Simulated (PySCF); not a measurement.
# SrAl−: from the state search to spectroscopic constants

One table from this session's results is given with a row withheld; the runs are named, their logs left out.

Computed with PySCF 2.14.0. Level: Sr def2-SVPD with ECP28, Al def2-SVPD, scalar-relativistic core potentials.

6 further runs of the same task are left out: 6 set aside as unsound or not needed.

Set-up of the first run:

Settings of the job:

| Item | Value |
| --- | --- |
| atoms | Sr, Al |
| charge | -1 |
| basis | Sr def2-SVPD with ECP28, Al def2-SVPD |
| Hamiltonian | scalar-relativistic core potentials |
| basis functions | 50 |
| electrons treated | 24 |
| masses in u | 87.9056, 26.9815 |
| levels | PBE0, PBE, r²SCAN, PBEsol, LC-ωPBE |
| grid | 80 radial by 434 angular points |
| occupations | held fixed by the projection of orbital angular momentum |
| dissociation limit | Sr + Al−, each in its ground configuration |
| starting distance in angstrom | 3.005 |
| values of 2S to try | 0, 2 |

Started as:

```console
$ OMP_NUM_THREADS=1 python dia.py task.json out
```

Among the steps run: Set-up; First curve: PBE0; Higher solutions at PBE0; PBE (GGA); r²SCAN (meta-GGA); PBEsol (GGA); LC-ωPBE (range-separated hybrid).

One of the session's tables, all rows but one given; the rest of the session is left out.

Energy (eV) from each level's lowest point:

| R (Å) | PBE | PBEsol | r²SCAN | PBE0 | LC-ωPBE |
| --- | --- | --- | --- | --- | --- |
| 2.695 | 0.365 | 0.327 | 0.378 | 0.372 | 0.340 |
| 2.821 | 0.163 | 0.137 | 0.166 | 0.166 | 0.136 |
| 2.946 | ? | ? | ? | ? | ? |
| 3.040 | 0.011 | 0.004 | 0.009 | 0.011 | 0.000 |
| 3.134 | 0.000 | 0.000 | 0.000 | 0.000 | 0.000 |
| 3.228 | 0.011 | 0.018 | 0.014 | 0.011 | 0.022 |
| 3.353 | 0.051 | 0.065 | 0.060 | 0.051 | 0.076 |
| 3.510 | 0.127 | 0.150 | 0.146 | 0.127 | 0.163 |
| 3.698 | 0.238 | 0.271 | 0.270 | 0.237 | 0.277 |
| 3.949 | 0.395 | 0.440 | 0.445 | 0.393 | 0.429 |

Q: Estimate the row for R (Å) = 2.946 from the others.

Worked estimate for «PBE». A straight line through the neighbours (2.821, 0.163) and (3.040, 0.011) gives 0.163 + (0.011 − 0.163) × (2.946 − 2.821) / (3.040 − 2.821) = 0.076; a parabola fitted to 4 rows on both sides gives 0.048.

The run gave: PBE: 0.051; PBEsol: 0.036; r²SCAN: 0.049; PBE0: 0.052; LC-ωPBE: 0.031. In «PBE» the line misses by +0.025 and the parabola by -0.003.
